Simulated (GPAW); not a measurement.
The system is Cd2S.

```
Cd S
1.0
     3.96267    0.00000    0.00000
    -1.98134    3.43177    0.00000
     0.00000    0.00000    5.80919
Cd S
2 1
Direct
  0.33333 0.66667 0.93272
  0.66667 0.33333 0.57873
  0.33333 0.66667 0.36571
```

The cell comes from a database or a generator and needn't be the stable form of this composition.

Program: GPAW 26.7.0. Alike in all runs: no spin polarisation; cell as given; cutoff (eV) 600; smearing fermi-dirac 0.05 eV.

**Question.** Order these runs on this cell by their pressure, lowest first.
A. level PBE; potentials or basis GPAW PAW data sets (gpaw-data 1.2.1), pw; k mesh 8 × 8 × 5
B. level r2SCAN; potentials or basis GPAW PAW data sets (gpaw-data 1.2.1), pw; k mesh 6 × 6 × 4; band path GMKGALHA,LM,KH; band points 60
C. level LDA; potentials or basis the program's PAW data sets (release 1.2.1) made for this functional, pw; k mesh 6 × 6 × 4; band path GMKGALHA,LM,KH; band points 60

**Answer.** C (-5.2 GPa), B (-2.0 GPa), A (-0.4 GPa).

Caveats: the PAW data sets were made with another functional, which shifts forces and pressure a little (some runs).

Not every run made on this cell is shown here.
